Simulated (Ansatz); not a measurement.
# ClH8NSi3: up Jacob's ladder to CCSD(T)

One table from this session's results is given with a row withheld; the runs are named, their logs left out.

The runs use Ansatz 0.2.0, Gaussian basis; functionals in def2-TZVPP, the program's frozen cores in correlated methods.

Plan: LDA (SPW92), PBE-D4, revPBE-D4, BLYP-D4, r2SCAN-D4, B97M-V, PBE0-D4, B3LYP-D4, r2SCANh-D4, r2SCAN0-D4, HSE06-D4, BHLYP-D4, CAM-B3LYP-D4, LC-ωPBE, ωB97X-V, ωB97M-V, B2PLYP, PBE-QIDH; CCSD(T)/def2-SVP; CCSD(T)/def2-TZVPP; MP2/def2-QZVPP; extrapolation to the limit; RPA on PBE.

## Structure used throughout

The geometry comes from an earlier relaxation with PBE0-D4 in a triple-zeta def2 set; it is a stationary point, not always the lowest conformer.

SMILES `[SiH3][SiH2]N[SiH2]Cl`, 13 atoms, charge 0, spin multiplicity 1.

Atoms are counted from 1 here; the program's logs count them from 0.

Bond lengths: Si1–Si2 2.343 Å, Si1–H6 1.487 Å, Si1–H7 1.489 Å, Si1–H8 1.487 Å, Si2–N3 1.740 Å, Si2–H9 1.490 Å, Si2–H10 1.491 Å, N3–Si4 1.706 Å, N3–H11 1.012 Å, Si4–Cl5 2.064 Å, Si4–H12 1.479 Å, Si4–H13 1.479 Å. Angles: Si2–Si1–H6 111.6°, Si2–Si1–H7 107.0°, Si2–Si1–H8 111.4°, H6–Si1–H7 108.7°, H6–Si1–H8 109.2°, H7–Si1–H8 108.8°, Si1–Si2–N3 110.9°, Si1–Si2–H9 109.7°, Si1–Si2–H10 108.7°, N3–Si2–H9 109.5°, N3–Si2–H10 111.3°, H9–Si2–H10 106.7°, Si2–N3–Si4 127.6°, Si2–N3–H11 115.5°, Si4–N3–H11 115.5°, N3–Si4–Cl5 113.5°, N3–Si4–H12 108.6°, N3–Si4–H13 109.7° and more.

Set-up of the first run:

The input, in.yaml:

```yaml
crystal:
  periodic: [false, false, false]
  atoms:
    - {symbol: Si, position_ang: [0.118936, 1.913389, -0.604066]}
    - {symbol: Si, position_ang: [0.456788, -0.300935, -1.290783]}
    - {symbol: N, position_ang: [0.299145, -1.397437, 0.051348]}
    - {symbol: Si, position_ang: [-0.374642, -1.076279, 1.585666]}
    - {symbol: Cl, position_ang: [-2.436315, -1.170266, 1.614351]}
    - {symbol: H, position_ang: [1.159237, 2.351939, 0.363389]}
    - {symbol: H, position_ang: [0.208773, 2.765203, -1.821604]}
    - {symbol: H, position_ang: [-1.223750, 2.092579, 0.008797]}
    - {symbol: H, position_ang: [1.814450, -0.438397, -1.889062]}
    - {symbol: H, position_ang: [-0.520645, -0.622083, -2.369911]}
    - {symbol: H, position_ang: [0.440942, -2.375274, -0.165925]}
    - {symbol: H, position_ang: [-0.022675, 0.306797, 1.973990]}
    - {symbol: H, position_ang: [0.100057, -2.084034, 2.558710]}
basis:
  gaussian: {orbitals: def2-TZVPP}
hamiltonian: {xc: lda}
output: {orbitals: {seedname: orbitals}}
```

Steps of the session up to this table: LDA; PBE-D4 (GGA); revPBE-D4 (GGA); BLYP-D4 (GGA); r2SCAN-D4 (meta-GGA); B97M-V (meta-GGA); PBE0-D4 (hybrid); B3LYP-D4 (hybrid); r2SCANh-D4 (hybrid); r2SCAN0-D4 (hybrid); HSE06-D4 (hybrid); BHLYP-D4 (hybrid); CAM-B3LYP-D4 (range-separated); LC-ωPBE-D4 (range-separated; the results give it without D4); ωB97X-V (range-separated); ωB97M-V (range-separated); B2PLYP (double hybrid); PBE-QIDH (double hybrid).

One table of the session follows, with a row left open; its other results are not shown here.

It belongs to the step «Orbital energies across the functionals». 

| functional | HOMO (eV) | gap (eV) |
| --- | --- | --- |
| LDA (SPW92) | -6.81 | 5.26 |
| PBE-D4 | -6.69 | 5.35 |
| revPBE-D4 | -6.64 | 5.39 |
| BLYP-D4 | -6.55 | 5.40 |
| r2SCAN-D4 | -7.00 | 5.95 |
| B97M-V | -7.15 | 5.87 |
| PBE0-D4 | -8.03 | 7.51 |
| B3LYP-D4 | -7.79 | 7.12 |
| r2SCANh-D4 | -7.50 | 6.73 |
| r2SCAN0-D4 | -8.24 | 7.91 |
| HSE06-D4 | -7.63 | 6.74 |
| BHLYP-D4 | -9.26 | 9.67 |
| CAM-B3LYP-D4 | -9.39 | 9.93 |
| LC-ωPBE | ? | ? |
| ωB97X-V | -10.42 | 11.92 |
| ωB97M-V | -10.29 | 11.47 |

Q: Estimate the row for LC-ωPBE from the others.

As computed: HOMO (eV): -10.77; gap (eV): 12.41. In the column «HOMO (eV)» it is the lowest.
